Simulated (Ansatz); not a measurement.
**CH₂Ge+ (doublet): the correlation ladder, cc-pVTZ**

The task here is to estimate one member of a computed series from the others.

Method: cc-pVTZ, core rule «outside noble gas», up to 15 orbitals frozen; program: Ansatz 0.2.0, Gaussian basis.

The runs, in order: UHF; CCSD(T) on ROHF; CCSD(T) on UHF; BCCD(T) on ROHF; CCSDT(Q) on ROHF; CCSDT(Q) on UHF; CASSCF and MRCISD+Q, 9 electrons in 10 orbitals; CASSCF and NEVPT2, 9 electrons in 10 orbitals.

4 further runs of the same task are left out: 4 set aside as unsound or not needed.

**The geometry**

The geometry is a PBE0/def2-TZVP stationary point (not a proven minimum) of the parent state, kept for this charge and spin. No spin-orbit coupling is included. The filled d shell of Ge may be among the frozen orbitals whatever the setting's name suggests; the logs give the count.

4 atoms, charge 1, spin multiplicity 2.

Atoms are counted from 1 here; the program's logs count them from 0.

Bond lengths: Ge1–C2 1.786 Å, C2–H3 1.089 Å, C2–H4 1.089 Å. Angles: Ge1–C2–H3 123.1°, Ge1–C2–H4 123.1°, H3–C2–H4 113.7°.

Set-up of the first run:

in.yaml

```yaml
crystal:
  periodic: [false, false, false]
  atoms:
    - {symbol: Ge, position_ang: [0.000000, 0.000000, 0.302970]}
    - {symbol: C, position_ang: [0.000000, 0.000000, -1.483402]}
    - {symbol: H, position_ang: [0.000000, -0.912198, -2.078999]}
    - {symbol: H, position_ang: [0.000000, 0.912198, -2.078999]}
basis:
  gaussian: {orbitals: cc-pVTZ}
total_charge: 1
magnetization: {spin_polarized: true, initial_magnetization: 1}
hamiltonian: {xc: hf}
output: {orbitals: {seedname: orbitals}}
```

Run with:

```sh
ansatz run in.yaml --threads 1 --pin off --events-out ev --progress --plain --max-ram 4096MiB --backend cpu
```

Steps of the session up to this table: UHF; CCSD(T) on ROHF; CCSD(T) on UHF; BCCD(T) on ROHF; CCSDT(Q) on ROHF; CCSDT(Q) on UHF; CASSCF and MRCISD+Q, 9 electrons in 10 orbitals; CASSCF and NEVPT2, 9 electrons in 10 orbitals.

One table of the session follows, with a row left open; its other results are not shown here.

```
          method  from UCCSDT(Q) (meV)
            ROHF               +6617.1
             UHF               +6528.2
            RMP2               +1022.4
            UMP2               +1033.6
           RCCSD                +253.2
           UCCSD                +250.4
        RCCSD(T)                 +33.6
        UCCSD(T)                 +33.0
         BCCD(T)                 +32.7
          RCCSDT                 +10.6
          UCCSDT                  +9.5
       RCCSDT(Q)                  +1.4
       UCCSDT(Q)                     0
  CASSCF valence               +4049.2
  NEVPT2 valence                +905.7
  MRCISD valence                +246.7
MRCISD+Q valence                     ?
```

Q: Estimate the row for MRCISD+Q valence from the others.

The run gave: from UCCSDT(Q) (meV): +38.3. In the column «from UCCSDT(Q) (meV)» it lies between RCCSD(T) (+33.6) and MRCISD valence (+246.7).

Among the levels timed on like hardware and quicker than the yardstick, those that no quicker one beats, quickest first: NEVPT2 valence (7 s, +905.7 meV); MRCISD+Q valence (12 s, +38.3 meV); BCCD(T) (13 s, +32.7 meV).

Limits of these values: Of the multireference levels listed MRCISD+Q valence comes nearest in total energy (+38.3 meV), which doesn't show that its space is the better one. Restricted and unrestricted rows rest on different reference determinants; where their highest levels disagree by more than a few hundredths of an eV, they describe different states and don't form one ladder.
